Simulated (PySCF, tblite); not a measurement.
**C₅H₁₂O₂Si: geometry, infrared bands and NMR shifts**

Aim: predict the infrared bands and NMR shifts of C₅H₁₂O₂Si (`CO[C@H]1C[Si@@H](OC)C1`).

Programs: tblite 0.8.0 and PySCF 2.14.0, with density-fitted response routines of our own. Each step states its level of theory. These are calculated values for one molecule in the gas phase, unless marked as measured. Atoms count from 0, in the outputs and in this text.

## 1. Starting geometry

20 atoms, charge 0, multiplicity 1; geometry from: force field or distance geometry start.

Bonds of the start (Å): C0–O1 1.43, O1–C2 1.43, C2–C3 1.56, C3–Si4 1.87, Si4–O5 1.65, O5–C6 1.42, Si4–C7 1.88, C7–C2 1.58, C0–H8 1.09, C0–H9 1.09, C0–H10 1.09, C2–H11 1.10, C3–H12 1.08, C3–H13 1.10, Si4–H14 1.49, C6–H15 1.11, C6–H16 1.10, C6–H17 1.09, C7–H18 1.10, C7–H19 1.09.

## 2. Relaxing the molecule with GFN2-xTB

What the job is given:

```
{"job": {"kind": "relax", "xc": "GFN2-xTB", "basis": "xTB"}, "charge": 0, "multiplicity": 1}
C      3.456500     0.362500    -0.094100
O      2.210000     0.881000     0.383800
C      1.040500     0.477200    -0.334500
C      0.595000    -1.007100    -0.142600
Si    -1.189200    -0.462100    -0.306000
O     -2.295200    -1.110600     0.731900
C     -3.545700    -0.466200     0.885100
C     -0.286800     1.096600     0.248500
H      3.607900     0.674700    -1.128600
H      4.253100     0.765000     0.526700
H      3.456000    -0.727700    -0.026700
H      1.155500     0.737100    -1.400100
H      0.949000    -1.703100    -0.891900
H      0.836800    -1.422300     0.851200
H     -1.683000    -0.393200    -1.709500
H     -4.136500    -1.040600     1.625900
H     -3.427300     0.551400     1.282200
H     -4.103100    -0.456100    -0.055900
H     -0.286700     1.232300     1.336000
H     -0.612000     2.021900    -0.226200
```

Launch:

```console
> OMP_NUM_THREADS=1 python probes_run.py task.json out
```

This one command runs all jobs of the session in turn.

**Question.** This job is followed by: GFN2-xTB harmonic vibrations, gas phase; GIAO PBE0/pcSseg-1 NMR shielding, non-relativistic, gas phase. What will the session give for the following? strongest single infrared mode (GFN2-xTB); zero-point energy (GFN2-xTB); 13C shifts against TMS (PBE0/pcSseg-1, means over atoms taken as alike); 1H shifts against TMS (PBE0/pcSseg-1, means over atoms taken as alike); 17O shifts against H2O (PBE0/pcSseg-1); 29Si shifts against TMS (PBE0/pcSseg-1).

**Answer**, as computed:

| quantity | value |
| --- | --- |
| strongest single infrared mode (GFN2-xTB) | 2228 cm⁻¹, 328 km/mol |
| zero-point energy (GFN2-xTB) | 102.0 kcal/mol |
| 13C shifts against TMS (PBE0/pcSseg-1, means over atoms taken as alike) | 70.4, 57.4, 54.0, 30.6 ppm |
| 1H shifts against TMS (PBE0/pcSseg-1, means over atoms taken as alike) | 5.13, 3.85, 3.37, 3.36, 1.86, 1.68 ppm |
| 17O shifts against H2O (PBE0/pcSseg-1) | 61.7, 18.6 ppm |
| 29Si shifts against TMS (PBE0/pcSseg-1) | -18.6 ppm |

What this shows: Over 100 steps the energy fell by 0.335 eV; of the close pairs, C2–C7 changed most, 1.576 to 1.537 Å. All 54 modes are real, so the xTB geometry is a minimum. The strongest single mode, at 2228 cm⁻¹, moves mainly H14. GFN2-xTB is a fitted tight-binding method: band positions and strengths are rough. Its intensities can rank the bands wrongly. C2 (sp3 CH bonded to O) lies farthest downfield among carbon, at 70.4 ppm; deshielded by the electronegative neighbour. At PBE0/pcSseg-1: The largest span, 151 ppm, is at Si4, where the paramagnetic term is -514 ppm.
